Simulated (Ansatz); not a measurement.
**CH₅ClO₂Si₂: basis-set convergence**

How large a basis does CH₅ClO₂Si₂ need? Two functionals are run in growing sets.

Method: one geometry, several basis sets; program: Ansatz 0.2.0, Gaussian basis.

Levels to be run: PBE0-D4/def2-SVP; ωB97M-V/def2-SVP; PBE0-D4/def2-QZVPP; ωB97M-V/def2-QZVPP; the functionals' def2-TZVPP values are taken from earlier runs.

## (1) Structure used throughout

The geometry comes from an earlier relaxation with PBE0-D4 in a triple-zeta def2 set; it is a stationary point, not always the lowest conformer.

SMILES `O=C[SiH](Cl)O[SiH3]`, 11 atoms, charge 0, spin multiplicity 1.

Atoms are counted from 1 here; the program's logs count them from 0.

Bond lengths: O1–C2 1.207 Å, C2–Si3 1.919 Å, C2–H7 1.114 Å, Si3–Cl4 2.049 Å, Si3–O5 1.608 Å, Si3–H8 1.477 Å, O5–Si6 1.654 Å, Si6–H9 1.483 Å, Si6–H10 1.482 Å, Si6–H11 1.481 Å. Angles: O1–C2–Si3 118.8°, O1–C2–H7 119.8°, Si3–C2–H7 121.4°, C2–Si3–Cl4 105.7°, C2–Si3–O5 107.3°, C2–Si3–H8 113.3°, Cl4–Si3–O5 112.1°, Cl4–Si3–H8 107.8°, O5–Si3–H8 110.6°, Si3–O5–Si6 142.8°, O5–Si6–H9 106.4°, O5–Si6–H10 110.4°, O5–Si6–H11 109.6°, H9–Si6–H10 109.6°, H9–Si6–H11 109.7°, H10–Si6–H11 110.9°.

Coordinates:

```mol
CH5ClO2Si2
  3D, bonds by distance, orders not assigned

 11 10  0  0  0  0  0  0  0  0999 V2000
   -1.7767   -0.4538    0.8187 O   0  0
   -1.3353    0.6088    1.1823 C   0  0
    0.2720    1.2696    0.3689 Si  0  0
    1.6539    1.3753    1.8781 Cl  0  0
    0.6989    0.2170   -0.7695 O   0  0
    0.5792   -1.3747   -1.2043 Si  0  0
   -1.8491    1.1729    1.9940 H   0  0
    0.1239    2.6230   -0.2051 H   0  0
    1.7366   -1.6568   -2.0882 H   0  0
    0.6437   -2.2443   -0.0059 H   0  0
   -0.6820   -1.5940   -1.9485 H   0  0
  1  2  8  0
  2  3  8  0
  3  4  8  0
  3  5  8  0
  5  6  8  0
  2  7  8  0
  3  8  8  0
  6  9  8  0
  6 10  8  0
  6 11  8  0
M  END
```

## (2) PBE0-D4 in def2-SVP

The input, in.yaml:

```yaml
crystal:
  periodic: [false, false, false]
  atoms:
    - {symbol: O, position_ang: [-1.776677, -0.453760, 0.818715]}
    - {symbol: C, position_ang: [-1.335260, 0.608773, 1.182340]}
    - {symbol: Si, position_ang: [0.271967, 1.269646, 0.368936]}
    - {symbol: Cl, position_ang: [1.653899, 1.375345, 1.878111]}
    - {symbol: O, position_ang: [0.698878, 0.216989, -0.769451]}
    - {symbol: Si, position_ang: [0.579181, -1.374673, -1.204278]}
    - {symbol: H, position_ang: [-1.849101, 1.172898, 1.994042]}
    - {symbol: H, position_ang: [0.123884, 2.622980, -0.205082]}
    - {symbol: H, position_ang: [1.736564, -1.656811, -2.088222]}
    - {symbol: H, position_ang: [0.643736, -2.244297, -0.005945]}
    - {symbol: H, position_ang: [-0.681972, -1.593989, -1.948467]}
basis:
  gaussian: {orbitals: def2-SVP}
hamiltonian: {xc: pbe0, dispersion: d4}
output: {orbitals: {seedname: orbitals}}
```

The runs that follow: ωB97M-V in def2-SVP; PBE0-D4 in def2-QZVPP; ωB97M-V in def2-QZVPP.

**Question.** What will the summary of the whole plan be? Wanted: PBE0-D4: double and triple zeta above quadruple; ωB97M-V: double and triple zeta above quadruple.

The runs gave:

```
                                       quantity           value
PBE0-D4: double and triple zeta above quadruple  17.54, 1.21 eV
ωB97M-V: double and triple zeta above quadruple  17.59, 1.13 eV
```

In words: PBE0-D4 gains 16.33 eV from double to triple zeta, then 1.21 eV more. Total energies overstate the basis error of differences, where much of it tends to cancel.
